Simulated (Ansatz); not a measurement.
# Fe2Ge: the cost of one run

Method: DFT LDA, scalar-relativistic, plane waves, PAW, in Ansatz 0.2.0.

## Step 1: The structure to begin with

Symmetry: P6_3/mmc, No. 194, hexagonal system. Conventional cell: a = 4.008 Å, b = 4.008 Å, c = 4.835 Å, α = 90.00°, β = 90.00°, γ = 120.00°. Fe (site symmetry -3m) has 8 Fe at 2.42 to 2.61 Å and 6 Ge at 2.61 Å as nearest neighbours. Fe (site symmetry -6m2) is surrounded by 5 Ge at 2.31 to 2.42 Å and 6 Fe at 2.61 Å. Ge (site symmetry -6m2) is surrounded by 11 Fe at 2.31 to 2.61 Å.

Structure file:

```
Fe Ge
1.0
     4.00812    0.00000    0.00000
    -2.00406    3.47114    0.00000
     0.00000    0.00000    4.83500
Fe Ge
4 2
Cartesian
  0.0000 0.0000 0.0000
  0.0000 0.0000 2.4175
  2.0041 1.1570 3.6263
  0.0000 2.3141 1.2088
  2.0041 1.1570 1.2088
  0.0000 2.3141 3.6263
```

An earlier run at LDA left this cell at 11.211 Å³/atom and 0.00 GPa (12×12×8 mesh).

## Step 2: Antiferromagnetic, in the cell as typed

File input.yaml:

```yaml
crystal:
  lattice:
    - [4.0081230245, 0.0, 0.0]
    - [-2.0040615123, 3.4711363607, 0.0]
    - [0.0, 0.0, 4.835003805]
  atoms:
    - { symbol: Fe, position: [0.0, 0.0, 0.0], spin: 2.5 }
    - { symbol: Fe, position: [0.0, 0.0, 0.5], spin: 2.5 }
    - { symbol: Fe, position: [0.6666666667, 0.3333333333, 0.75], spin: -2.5 }
    - { symbol: Fe, position: [0.3333333333, 0.6666666667, 0.25], spin: -2.5 }
    - { symbol: Ge, position: [0.6666666667, 0.3333333333, 0.25] }
    - { symbol: Ge, position: [0.3333333333, 0.6666666667, 0.75] }
basis:
  ecutwfc: 420
  ecutrho_ratio: 4
kpoints:
  mp_grid: { grid: [12, 12, 8] }
hamiltonian:
  xc: lda
scf:
  occupations: { method: gaussian, width: 0.05 }
  lower_state_search: "off"
output:
  forces: true
  stress: true
  eigenvalues: true
  populations: true
magnetization:
  spin_polarized: true
```

Started as:

```console
ansatz run input.yaml --threads 2 --pin off --max-ram 5120MiB --backend cpu --events-out ev --progress --plain --runs-dir out
```

What time and memory should one allow on 2 threads of Intel Xeon at 2.70GHz, shared host?

About 1.8 min, with a peak of 0.8 GiB.
